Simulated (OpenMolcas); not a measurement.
**One shape, several levels: singlet CH2NSn−**

Wanted: a comparison of 6 runs (HF/3-21G, HF/def2-SVPD, B2PLYP/def2-SVPD, B3LYP/def2-SVPD, PBE0/def2-SVPD, CCSD(T)/def2-SVPD) of singlet CH2NSn−. 

Program for the calculation: OpenMolcas 26.06.

## Step 1: The molecule

The species is CH2NSn− (5 atoms), meant as a singlet with charge -1. As SMILES of the parent species, `N#[C][SnH2]`. Geometry: relaxed at PBE0-D4/def2-TZVP. That shape belongs to the parent species and isn't relaxed for this state.

Bond lengths: N1–C2 1.154 Å, C2–Sn3 2.115 Å, Sn3–H4 1.710 Å, Sn3–H5 1.710 Å. Angles: N1–C2–Sn3 175.8°, C2–Sn3–H4 105.7°, C2–Sn3–H5 105.7°, H4–Sn3–H5 113.6°.

## Step 2: The energy at HF/3-21G (run 1)

The input, job.inp:

```
>>> EXPORT MOLCAS_PRINT=2

&GATEWAY
  BasLib=$CurrDir
  Coord
  5
  angstrom
  N        0.833800      -1.535700       1.665600
  C        0.506000      -0.851500       0.796000
  Sn       0.009600       0.331100      -0.886300
  H       -1.648500       0.038200      -1.184000
  H        0.349000       1.944400      -0.432600
  Basis=3-21G
  Group=NoSym

&SEWARD

&SCF
  Charge=-1
  Thresholds=1e-10 1e-07 1e-07 1e-05
  PrOrbitals=1 2
```

The basis set 3-21G is read from a file made from the Basis Set Exchange's data (not shown).

Run with:

```
export MOLCAS_MEM=1860
pymolcas job.inp > job.log
```

Output:

```text
--- Start Module: gateway ---
[...]
--- Stop Module: gateway /rc=_RC_ALL_IS_WELL_ ---
--- Start Module: seward ---
[...]
      Basis functions           53
--- Stop Module: seward /rc=_RC_ALL_IS_WELL_ ---
--- Start Module: scf ---
[...]
       Convergence after  18 Iterations
[...]
::    Total SCF energy                              -6089.2293764998
[...]
      Total spin, S                                     0.0000000000
[...]
      Total electronic charge=   66.000000
      Total            charge=   -1.000000
[...]
      Dipole Moment (debye):
      Origin of the operator (angstrom)=    0.1189    0.0674   -0.5072
                   X= -1.6484E+00               Y=  2.1191E+00               Z= -1.0035E+00           Total=  2.8662E+00
      Center of Charge (angstrom)
[...]
--- Stop Module: scf /rc=_RC_ALL_IS_WELL_ ---
[...]
```

It took 2 s on 1 thread of Intel Xeon 6975P-C (Granite Rapids), shared host; peak memory 0.39 GiB.

## Step 3: A single-point energy at HF/def2-SVPD (core potential) (run 2)

The input, job.input:

```
&gateway
  baslib=$CurrDir
  coord
  5
  angstrom
  N        0.833800      -1.535700       1.665600
  C        0.506000      -0.851500       0.796000
  Sn       0.009600       0.331100      -0.886300
  H       -1.648500       0.038200      -1.184000
  H        0.349000       1.944400      -0.432600
  basis=def2-SVPD
  group=NoSym

&seward

&scf
  charge=-1
  thresholds=1e-10 1e-07 1e-07 1e-05
  prorbitals=1
```

The basis set def2-SVPD is read from a file made from the Basis Set Exchange's data (not shown).

Run with:

```
export MOLCAS_MEM=1860
pymolcas job.input > job.log
```

Output:

```text
--- Start Module: gateway ---
[...]
--- Stop Module: gateway /rc=_RC_ALL_IS_WELL_ ---
--- Start Module: seward ---
[...]
      Basis functions           88
--- Stop Module: seward /rc=_RC_ALL_IS_WELL_ ---
[...]
--- Start Module: scf ---
[...]
       Convergence after  20 Iterations
[...]
::    Total SCF energy                               -306.7500445034
[...]
      Total spin, S                                     0.0000000000
[...]
      Total electronic charge=   38.000000
      Total            charge=   -1.000000
[...]
      Dipole Moment (debye):
      Origin of the operator (angstrom)=    0.1189    0.0674   -0.5072
                   X= -1.4866E+00               Y=  2.2142E+00               Z= -1.6756E+00           Total=  3.1497E+00
      Center of Charge (angstrom)
[...]
--- Stop Module: scf /rc=_RC_ALL_IS_WELL_ ---
[...]
```

Run time: 8.1 s. Hardware: 1 thread of Intel Xeon 6975P-C (Granite Rapids), shared host; peak memory 0.48 GiB.

## Step 4: The energy at B2PLYP/def2-SVPD (core potential) (run 3)

The input, geom.xyz:

```xyz
5

N      0.833800    -1.535700     1.665600
C      0.506000    -0.851500     0.796000
Sn     0.009600     0.331100    -0.886300
H     -1.648500     0.038200    -1.184000
H      0.349000     1.944400    -0.432600
```

The input, run.inp:

```
&GATEWAY
 BASLIB=$CurrDir
 COORD=geom.xyz
 BASIS=def2-SVPD
 GROUP=NoSym

&SEWARD
 GRIDINPUT
 Grid=UltraFine
 End of Grid

&SCF
 CHARGE=-1
 KSDFT=B2PLYP_SCF
 THRESHOLDS=1e-10 1e-07 1e-07 1e-05
 PRORBITALS=1

&MBPT2
 FROZEN=6
```

The basis set def2-SVPD is read from a file made from the Basis Set Exchange's data (not shown).

Run with:

```
export MOLCAS_MEM=1860
pymolcas run.inp > run.log
```

Output:

```text
--- Start Module: gateway ---
[...]
--- Stop Module: gateway /rc=_RC_ALL_IS_WELL_ ---
[...]
      Basis functions           88
[...]
--- Start Module: scf ---
[...]
       Convergence after  19 Iterations
[...]
::    Total KS-DFT energy                            -307.7880601056
[...]
      Total spin, S                                     0.0000000000
[...]
      Total electronic charge=   38.000000
      Total            charge=   -1.000000
[...]
      Dipole Moment (debye):
      Origin of the operator (angstrom)=    0.1189    0.0674   -0.5072
                   X= -1.2766E+00               Y=  2.1268E+00               Z= -2.0117E+00           Total=  3.1938E+00
      Center of Charge (angstrom)
[...]
--- Stop Module: scf /rc=_RC_ALL_IS_WELL_ ---
[...]
--- Start Module: mbpt2 ---
[...]
 ###    WARNING: MP2 implementation intended for RHF references only         ###
 ###############################################################################
MBPT2 WARNING: Reference function according to RunFile:KS-DFT
I'll assume you know what you're doing and continue
WARNING!
Default frozen orbitals as non valence orbitals is overwritten by user input.
Default values:   2
[...]
       Reference weight ( Cref**2 )         =        0.76893
::    Total MBPT2 energy                             -308.3172210328
[...]
      Total MBPT2 calculations                           0.23      0.29
--- Stop Module: mbpt2 /rc=_RC_ALL_IS_WELL_ ---
[...]
```

It took 19 s on 1 thread of Intel Xeon 6975P-C (Granite Rapids), shared host; peak memory 0.48 GiB.

Runs 4 to 5 aren't shown in full; the table further down has their settings and results.

## Step 5: The energy at CCSD(T)/def2-SVPD (core potential) (run 6)

The input, mol.inp:

```
* CH2NSn CCSD(T)

&gateway
  baslib=$CurrDir
  coord
  5
  bohr
  N      1.57565364    -2.90205241     3.14752783
  C      0.95620142    -1.60910180     1.50422200
  Sn     0.01814137     0.62568832    -1.67486426
  H     -3.11521352     0.07218754    -2.23743573
  H      0.65951442     3.67438348    -0.81749552
  basis=def2-SVPD
  group=NoSym

&seward

&scf
  charge=-1
  thresholds=1e-10 1e-07 1e-07 1e-05
  prorbitals=1

&rasscf
  fileorb=$Project.ScfOrb
  spin=1
  nactel=0 0 0
  inactive=19
  ras2=0
  outorbitals=Canonical
  orblisting=NoCore

&motra
  jobiph
  frozen=6

&ccsdt
  cct
  triples=2
  iterations=80
  accuracy=1e-08
  extrapolation=5 4
```

The basis set def2-SVPD is read from a file made from the Basis Set Exchange's data (not shown).

Run with:

```
export MOLCAS_MEM=1860
pymolcas mol.inp > mol.log
```

Output:

```text
--- Start Module: gateway ---
[...]
--- Stop Module: gateway /rc=_RC_ALL_IS_WELL_ ---
[...]
      Basis functions           88
[...]
       Convergence after  20 Iterations
[...]
::    Total SCF energy                               -306.7500445036
[...]
      Total spin, S                                     0.0000000000
[...]
      Number of active orbitals                  0
[...]
      Spin quantum number                      0.0
[...]
      Active orbitals                            0
[...]
      Number of CSFs                             1
[...]
      Number of root(s) required                 1
[...]
      Convergence after  4 iterations
[...]
      Natural orbitals and occupation numbers for root  1
      ************************************************************************************************************************
      *                                                    Final results                                                     *
      ************************************************************************************************************************
[...]
::    RASSCF root number  1 Total energy:   -306.75004450
[...]
      Total electronic charge=   38.000000
      Total            charge=   -1.000000
[...]
      Dipole Moment (debye):
      Origin of the operator (angstrom)=    0.1189    0.0674   -0.5072
                   X= -1.4866E+00               Y=  2.2142E+00               Z= -1.6756E+00           Total=  3.1497E+00
      Center of Charge (angstrom)
[...]
--- Start Module: motra ---
[...]
      *** WARNING: Default frozen orbitals is overwritten by user input.
      *** Default values:   2
[...]
--- Stop Module: motra /rc=_RC_ALL_IS_WELL_ ---
[...]
--- Start Module: ccsdt ---
[...]
      Convergence after                    18  Iterations
      Total energy (diff) :    -307.19081817       0.00000001
[...]
 METHOD                       : CCSD+T(CCSD)+<T3(1)WT1> = CCSD(T)
[...]
       CCSD     =      -307.1908181726282
[...]
--- Stop Module: ccsdt /rc=_RC_ALL_IS_WELL_ ---
[...]
```

Run time: 84 s. Hardware: 1 thread of Intel Xeon 6975P-C (Granite Rapids), shared host; peak memory 0.48 GiB.

## Step 6: The series

| run | level | frozen core orbitals | integration grid | energy (Eh) | HOMO energy (eV) | LUMO energy (eV) | HOMO–LUMO gap (eV) | wall time |
| --- | --- | --- | --- | --- | --- | --- | --- | --- |
| 1 | HF/3-21G | – | – | -6089.229376 | -1.42 | 8.43 | 9.85 | 2 s |
| 2 | HF/def2-SVPD (core potential) | – | – | -306.750045 | -1.91 | 5.55 | 7.45 | 8.1 s |
| 3 | B2PLYP/def2-SVPD (core potential) | 6 | UltraFine | -307.930934 | -0.77 | 4.55 | 5.32 | 19 s |
| 4 | B3LYP/def2-SVPD (core potential) | – | UltraFine | -308.371783 | 0.01 | 3.76 | 3.75 | 23 s |
| 5 | PBE0/def2-SVPD (core potential) | – | UltraFine | -308.183873 | -0.13 | 3.99 | 4.12 | 21 s |
| 6 | CCSD(T)/def2-SVPD (core potential) | 6 | – | -307.210522 | -1.91 | 5.55 | 7.45 | 84 s |

## Step 7: Outcome

```
                                                    quantity          value
                                         run 6: total energy  -307.21052 Eh
                  run 6: HOMO energy (Hartree–Fock orbitals)       -1.91 eV
                  run 6: LUMO energy (Hartree–Fock orbitals)        5.55 eV
run 6: HOMO–LUMO gap (to an unbound level, set by the basis)        7.45 eV
          run 6: correlation energy (6 core orbitals frozen)     -460.5 mEh
                                       run 6: (T) correction     -19.70 mEh
```

In words: Over runs 1, 2, 3, 4, 5 the HOMO–LUMO gap runs from 3.75 eV (B3LYP/def2-SVPD) to 9.85 eV (HF/3-21G). The two ends differ in method and basis and core potential. The empty levels of an anion lie above zero and hang on the basis. For B2PLYP the log adds the whole second-order term; the table takes 0.27 of it, as the functional is defined. Totals of different functionals can't be ranked against each other. Some runs of one species differ in core potentials or relativity; totals across that change don't compare. In run 4 the HOMO lies above zero, so the outermost electron may be held by the basis alone. In run 1 relativity is left out where basis or elements ask for it. All runs together took 2.6 min, the longest 84 s.
